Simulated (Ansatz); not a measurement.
# Cs2Cl3: a trial structure relaxed

Where does Cs2Cl3 go from the start given, Ga3Ni2 type (P-3m1, No. 164)?

Computed with Ansatz 0.2.0 (DFT PBE, scalar-relativistic, plane waves, PAW, unless a step's input says otherwise).

1 further run of the same task is left out (it didn't finish).

## Step 1: The system as given

It takes space group P-3m1 (No. 164, trigonal). Conventional cell: a = 5.370 Å, b = 5.370 Å, c = 6.484 Å, α = 90.00°, β = 90.00°, γ = 120.00°. Cs (site symmetry 3m) has 8 Cl at 3.16 to 3.46 Å and 3 Cs at 3.58 Å as nearest neighbours. Cl (site symmetry -3m) is surrounded by 6 Cs at 3.23 Å. Cl (site symmetry 3m) has 5 Cs at 3.16 to 3.46 Å as nearest neighbours.

As a file:

```cif
data_structure
_symmetry_space_group_name_H-M 'P 1'
_symmetry_Int_Tables_number 1
_cell_length_a 5.3698
_cell_length_b 5.3698
_cell_length_c 6.4835
_cell_angle_alpha 90.000
_cell_angle_beta 90.000
_cell_angle_gamma 120.000
_cell_volume 161.90
loop_
_atom_site_label
_atom_site_type_symbol
_atom_site_fract_x
_atom_site_fract_y
_atom_site_fract_z
_atom_site_occupancy
Cs1 Cs 0.33333 0.66667 0.13800 1
Cs2 Cs 0.66667 0.33333 0.86200 1
Cl1 Cl 0.00000 0.00000 0.00000 1
Cl2 Cl 0.33333 0.66667 0.62500 1
Cl3 Cl 0.66667 0.33333 0.37500 1
```

(A quick probe on a coarse mesh, which set the mesh and smearing, is not shown.)

## Step 3: A loose first relaxation

input.yaml

```yaml
crystal:
  lattice:
    - [5.3698026823, 0.0, 0.0]
    - [-2.6849013411, 4.6503855362, 0.0]
    - [0.0, 0.0, 6.4835415351]
  atoms:
    - { symbol: Cs, position: [0.3333333333, 0.6666666667, 0.138] }
    - { symbol: Cs, position: [0.6666666667, 0.3333333333, 0.862] }
    - { symbol: Cl, position: [0.0, 0.0, 0.0] }
    - { symbol: Cl, position: [0.3333333333, 0.6666666667, 0.625] }
    - { symbol: Cl, position: [0.6666666667, 0.3333333333, 0.375] }
basis:
  ecutwfc: 420
kpoints:
  mp_grid: { grid: [6, 6, 4] }
hamiltonian:
  xc: pbe
scf:
  occupations: { method: gaussian, width: 0.1 }
  lower_state_search: "off"
output:
  forces: true
  stress: true
  eigenvalues: true
relax:
  adjacent_minimum: "off"
  f_tol: 0.04
  max_steps: 70
  cell: { stress_tol: 0.4 }
```

Command:

```bash
ansatz run input.yaml --threads 1 --pin off --max-ram 2560MiB --backend cpu --events-out ev --progress --plain --runs-dir out
```

Further runs follow: relaxing cell and atoms.

Q: Predict the outcome of this session.

**Answer**, as computed:

Formation energies count from the elements, computed with the same settings in runs not shown here.

| quantity | value |
| --- | --- |
| cell | a = 5.971 Å, b = 5.971 Å, c = 7.159 Å, α = 90.00°, β = 90.00°, γ = 120.00° |
| space group | P-3m1 (No. 164) |
| volume | 44.22 Å³/atom |
| gap on the mesh | none (metal) |
| formation energy from the elements | -1.430 eV/atom |

**Reading.** The space group stayed P-3m1, and from the first guess the volume went from 32.38 to 44.22 Å³/atom. With -1.43 eV/atom it lies under the elements, which doesn't yet make it stable against other compounds of them. The final runs have no spin polarisation, so no magnetic state was tried and one may lie lower.
